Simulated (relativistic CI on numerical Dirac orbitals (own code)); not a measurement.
# Pb XLII (Pb⁴¹⁺): levels and lines

Aim: the low levels of Pb⁴¹⁺, their labels and the strongest lines; runs with one setting changed show what the result hangs on.

The numbers are computed with relativistic CI on numerical Dirac orbitals (own code) version 4 (Dirac-Coulomb-Breit CI, KLI orbitals optimised for each configuration, model QED (radiative potential, 1s self-energy scaled to tabulated hydrogen-like ionisation energies)), except any that are marked as measured or tabulated.

### 1 The system

```
ion                       : Pb⁴¹⁺ (Pb XLII)
nuclear charge            : 82
electrons                 : 41
isotope                   : A = 208
first configuration typed : [Kr] 4d5
```

Outer shells as boxes (Hund's rule):

first configuration typed
```
[Kr] core
4d [↑ ][↑ ][↑ ][↑ ][↑ ]
```

### 2 The main run

Settings, as recorded:

```ini
atom Pb  Z=82  charge=41  electrons=41
nucleus A=208  rms_radius_fm=5.5012
hamiltonian dirac-coulomb  breit=on  qed=on  c_scale=1
orbitals kli  potential=per-configuration
slater_scale 1
correlation none
mixing on
configurations
  [Kr] 4d5
  [Kr] 4d4 4f
  [Ar] 3d10 4s2 4p5 4d6
  [Ar] 3d10 4s 4p6 4d5 4f
  [Ar] 3d10 4p6 4d7
  [Ar] 3d10 4p5 4d8
  [Kr] 4d3 5s2
  [Kr] 4d2 4f 5s2
  [Ar] 3d10 4s 4p6 4d3 4f 5s2
end
```

Command:

```bash
$ python run_levels.py task.json out
```

One command runs all members of the session, one after another, from task.json.

### 3 Without configuration mixing

The settings differ from step 2 so:

```diff
@@ -6,3 +6,3 @@
 correlation none
-mixing on
+mixing off
 configurations
```

### 4 The first configuration alone

Settings, as recorded:

```ini
atom Pb  Z=82  charge=41  electrons=41
nucleus A=208  rms_radius_fm=5.5012
hamiltonian dirac-coulomb  breit=on  qed=on  c_scale=1
orbitals kli  potential=per-configuration
slater_scale 1
correlation none
mixing on
configurations
  [Kr] 4d5
end
```

(Steps that only read results are left out.)

What does the calculation give? Wanted: lowest level; first excitation; lowest level of the other parity; fastest E1 line; ionisation energy.

**Answer**, as computed:

| run | time | mean size of shift, levels followed (cm⁻¹) | lowest level | ionisation energy (eV) |
| --- | --- | --- | --- | --- |
| main run | 1.8 s | 0 | 4d5 [4d5/2] J=5/2 | 2004.6 |
| without configuration mixing | 1.8 s | 334 | 4d5 [4d5/2] J=5/2 | - |
| the first configuration alone | 0.098 s | 334 | 4d5 [4d5/2] J=5/2 | - |

The tabulated theoretical ionisation energy (NIST) is 2004 eV.

```
                                                                         quantity                                         value
                                                                     lowest level                             4d5 [4d5/2] J=5/2
                                                                 first excitation      4d5 [4d3/2^3 4d5/2^2] J=5/2, 197521 cm⁻¹
                                                 lowest level of the other parity  4p5 4d6 [4p3/2^3 4d5/2^2] J=11/2°, 215.41 eV
                                                              levels in the model                                          1946
fastest E1 line (by rate) to the lowest level among the lowest 200 of 1946 levels       4.230 nm, from 4d4 4f 4D°7/2 + 2F° (ii)
                                                                ionisation energy                                     2004.6 eV
                                  ionisation energy, tabulated theoretical (NIST)                                       2004 eV
```

4d5 [4d5/2] J=5/2 comes out lowest; its LS label holds 26 % and its jj label 96 %; over the low levels the means are 44 and 96 %, so jj coupling describes them better. The ionisation energy agrees with the tabulated theoretical value within its uncertainty of 4 eV. Of the changes tried, the run «without configuration mixing» moves the low levels most, by 334 cm⁻¹ on average. Lifetimes count radiative decay inside the model alone.
